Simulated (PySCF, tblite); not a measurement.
# C₄H₇NSSi: geometry, infrared bands and NMR shifts

What infrared bands and NMR shifts should C₄H₇NSSi (`CS[Si@@H]1C[C@H]1C#N`) show?

Programs: tblite 0.8.0 and PySCF 2.14.0, with density-fitted response routines of our own. Each step states its level of theory. These are calculated values for one molecule in the gas phase, unless marked as measured. Atoms are numbered from 0 throughout.

## 1. The starting structure

14 atoms, charge 0, multiplicity 1; geometry from: force field or distance geometry start.

Bonds of the start (Å): C0–S1 1.83, S1–Si2 2.12, Si2–C3 1.84, C3–C4 1.49, C4–C5 1.45, C5–N6 1.16, C4–Si2 1.89, C0–H7 1.09, C0–H8 1.11, C0–H9 1.13, Si2–H10 1.47, C3–H11 1.10, C3–H12 1.15, C4–H13 1.13.

## 2. Relaxing the molecule with GFN2-xTB

The job: settings as JSON, then the geometry in Å.

```
{"job": {"kind": "relax", "xc": "GFN2-xTB", "basis": "xTB"}, "charge": 0, "multiplicity": 1}
C      3.024300     0.264300     0.135100
S      1.442700     0.732900    -0.666400
Si    -0.132600     0.266400     0.676500
C     -1.237200    -1.185100     0.429900
C     -1.770600     0.036900    -0.232000
C     -2.876600     0.738300     0.385000
N     -3.765500     1.286600     0.888100
H      3.258500    -0.738800    -0.228100
H      3.824000     0.995200    -0.094900
H      2.806900     0.231400     1.244300
H     -0.194800     0.958700     1.968800
H     -0.837900    -1.995000    -0.200600
H     -1.837700    -1.601800     1.311900
H     -1.704200     0.009700    -1.359700
```

Run with:

```
OMP_NUM_THREADS=1 python probes_run.py task.json out
```

The driver reads the jobs from task.json and runs them one after another.

**Question.** This job is followed by: GFN2-xTB harmonic vibrations, gas phase; GIAO PBE0/pcSseg-1 NMR shielding, non-relativistic, gas phase. What will the session give for the following? strongest single infrared mode (GFN2-xTB); zero-point energy (GFN2-xTB); 13C shifts against TMS (PBE0/pcSseg-1); 1H shifts against TMS (PBE0/pcSseg-1, means over atoms taken as alike); 33S shifts against CS2 (PBE0/pcSseg-1); 29Si shifts against TMS (PBE0/pcSseg-1); 15N shifts against NH3 (PBE0/pcSseg-1).

The runs gave:

| quantity | value |
| --- | --- |
| strongest single infrared mode (GFN2-xTB) | 2376 cm⁻¹, 401 km/mol |
| zero-point energy (GFN2-xTB) | 61.8 kcal/mol |
| 13C shifts against TMS (PBE0/pcSseg-1) | 125.9, 14.1, 11.0, -4.5 ppm |
| 1H shifts against TMS (PBE0/pcSseg-1, means over atoms taken as alike) | 4.25, 2.14, 1.56, 1.21, 1.00 ppm |
| 33S shifts against CS2 (PBE0/pcSseg-1) | -185 ppm |
| 29Si shifts against TMS (PBE0/pcSseg-1) | -82.1 ppm |
| 15N shifts against NH3 (PBE0/pcSseg-1) | 292.9 ppm |

What this shows: Over 101 steps the energy fell by 0.428 eV; of the close pairs, C3–H12 changed most, 1.145 to 1.081 Å. No mode is imaginary among the 36: a minimum at this level. The strongest single mode, at 2376 cm⁻¹, moves mainly C5 and N6. Unscaled tight-binding wavenumbers are off by several per cent, some by more. Its intensities can rank the bands wrongly. C5 (nitrile carbon) lies farthest downfield among carbon, at 125.9 ppm; this is the usual window of a C≡N carbon, which has no attached hydrogen. At PBE0/pcSseg-1: The largest span, 501 ppm, is at N6, where the paramagnetic term is -365 ppm.
